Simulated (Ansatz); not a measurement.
Working through a comparison of enthalpies under pressure of two structures of Tl

Computed with Ansatz 0.2.0 through its Python package.

The cells in order, each with its output:

**Cell 1**
```python
import warnings

import ansatz as az
import numpy as np
```

**Cell 2**
```python
def diamond(A, a):
    return az.Crystal.diamond(A, a=a)
```

**Cell 3**
```python
def bcc(A, a):
    return (
        az.Lattice.bcc(a)
        .space_group(229)
        .atom(A, [0, 0, 0])
        .primitive()
    )
```

**Cell 4**
```python
def compute(name, crystal, pressure=0.0):
    calc = crystal.calculation()
    calc = calc.functional('pbesol')
    calc = calc.basis(520).kpoints(spacing=0.27)
    calc = calc.occupations('fermi_dirac', width=0.05)
    calc = calc.relax(force_tolerance=0.02, max_steps=60, cell=True, pressure=pressure)
    return calc.run(threads=1)
```

**Cell 5**
```python
def volume_per_atom(outcome):
    return abs(np.linalg.det(outcome.lattice.cell_ang)) / len(outcome.lattice.sites)
```

**Cell 6**
```python
warnings.simplefilter('ignore', az.DeckWarning)

phases = {}
phases['diamond'] = diamond('Tl', 6.67)
phases['bcc'] = bcc('Tl', 3.85)
```

**Cell 7**
```python
# H = E + PV, with 1 eV per cubic angstrom equal to 160.2 GPa
pressures = [0, 10, 20, 30]
enthalpy, volume = {name: [] for name in phases}, {name: [] for name in phases}
for p in pressures:
    for name, crystal in phases.items():
        o = compute(name, crystal, pressure=p)
        volume[name].append(volume_per_atom(o))
        enthalpy[name].append(o.report['energy_sigma0_ev'] / len(o.lattice.sites) + p * volume[name][-1] / 160.21766)
gap = np.array(enthalpy['bcc']) - np.array(enthalpy['diamond'])
rows = [(p, va, vb, 1000 * d) for p, va, vb, d in zip(pressures, volume['diamond'], volume['bcc'], gap)]
print('   P (GPa)  V diamond (A^3/atom)  V bcc (A^3/atom)  H(bcc) - H(diamond) (meV/atom)')
for row in rows:
    print(f'{row[0]:10d}  {row[1]:20.3f}  {row[2]:16.3f}  {row[3]:+30.1f}')
crossings = [p0 - g0 * (p1 - p0) / (g1 - g0) for p0, p1, g0, g1 in zip(pressures, pressures[1:], gap, gap[1:]) if g0 * g1 < 0]
print('crossing near', [round(float(p), 1) for p in crossings], 'GPa') if crossings else print('no crossing in this range')
```
Output:
```text
   P (GPa)  V diamond (A^3/atom)  V bcc (A^3/atom)  H(bcc) - H(diamond) (meV/atom)
         0                40.681            28.489                          -437.0
        10                31.602            24.066                         -1011.3
        20                27.863            21.930                         -1427.0
        30                25.838            20.529                         -1775.8
no crossing in this range
```

Caveats:
- At a fixed pressure a relaxation lowers the enthalpy F + PV, while F alone can rise.
- For the metals among these phases the mesh is modest: differences between phases can be off by up to 40 meV an atom.
- Spin-orbit coupling, which matters for elements this heavy, is left out.
- Only these two structures are compared, at zero temperature and with their symmetry kept; either may be hypothetical, and another phase may be lower than both. Differences under about 40 meV an atom lie within the error of mesh and functional.
- The cells are prototypes set up for this calculation and needn't exist.
- Finished in 51 s on 1 thread of Arm Neoverse V1 (shared host), peak memory 0.44 GiB.

(Lines on the test bed's own set-up are left out of the output.)
